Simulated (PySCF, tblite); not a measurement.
# C4H7OS2 radical: geometry, infrared bands and EPR parameters

Aim: predict the infrared bands and EPR parameters of C4H7OS2 radical (`COC(=S)CC[S]`).

The runs use tblite 0.8.0 and PySCF 2.14.0, with density-fitted response routines of our own; the level of theory stands in each step. All values are computed, except where a source is named. Atoms count from 0, in the outputs and in this text.

### 1 The molecule as given

14 atoms, charge 0, multiplicity 2; geometry from: force field or distance geometry start.

Bonds of the start (Å): C0–O1 1.42, O1–C2 1.39, C2–S3 1.63, C2–C4 1.50, C4–C5 1.50, C5–S6 1.78, C0–H7 1.11, C0–H8 1.13, C0–H9 1.12, C4–H10 1.10, C4–H11 1.11, C5–H12 1.14, C5–H13 1.11.

### 2 Geometry optimisation with GFN2-xTB

Job settings and geometry (Å):

```
{"job": {"kind": "relax", "xc": "GFN2-xTB", "basis": "xTB"}, "charge": 0, "multiplicity": 2}
C      2.410600     0.087600     0.304700
O      1.053200     0.502300     0.200400
C      0.235700    -0.217100    -0.659000
S      0.825400    -1.379100    -1.639000
C     -1.214200     0.162000    -0.641400
C     -1.852600    -0.027300     0.704100
S     -3.559000     0.464000     0.571800
H      2.909400     0.758400     1.034100
H      2.885900     0.215600    -0.708400
H      2.485000    -1.000400     0.574300
H     -1.737100    -0.483800    -1.366200
H     -1.330100     1.221800    -0.945400
H     -1.397300     0.734600     1.415800
H     -1.715700    -1.039000     1.132000
```

Started as:

```bash
$ OMP_NUM_THREADS=1 python probes_run.py task.json out
```

This one command runs all jobs of the session in turn.

**Question.** This job is followed by: GFN2-xTB harmonic vibrations, gas phase; UKS B3LYP, pcH-1 on C H O S, non-relativistic, mean-field spin-orbit, GIAO. Predict these results of the whole session: strongest single infrared mode (GFN2-xTB); zero-point energy (GFN2-xTB); g(iso) (B3LYP); ⟨S²⟩; largest a(iso) (averaged by class); surface potential, 1st and 99th percentile; property runs in this session.

As calculated:

```
                                 quantity                                            value
strongest single infrared mode (GFN2-xTB)                            1317 cm⁻¹, 208 km/mol
             zero-point energy (GFN2-xTB)                                    64.8 kcal/mol
                           g(iso) (B3LYP)                                          2.82046
                                     ⟨S²⟩                               0.753 (exact 0.75)
       largest a(iso) (averaged by class)                              13C on C4, 40.9 MHz
    surface potential, 1st and 99th percentile                               -0.95 V and 1.19 V
            property runs in this session  1, of which 0 failed and 1 gave unsound results
```

**Reading.** Relaxing lowered the energy by 0.256 eV in 63 steps; the close pair that moved most is O1–C2, from 1.387 to 1.320 Å. No mode is imaginary among the 36: a minimum at this level. The strongest single mode, at 1317 cm⁻¹, is carried by C2, H10, O1. Unscaled tight-binding wavenumbers are off by several per cent, some by more. Its intensities can rank the bands wrongly. Most of the unpaired spin sits on S6 (0.97 e). The isotropic g lies 818.1 ppt above the free-electron value. These values are not to be trusted: the run shows a large g shift, which the driver flags as unsure.
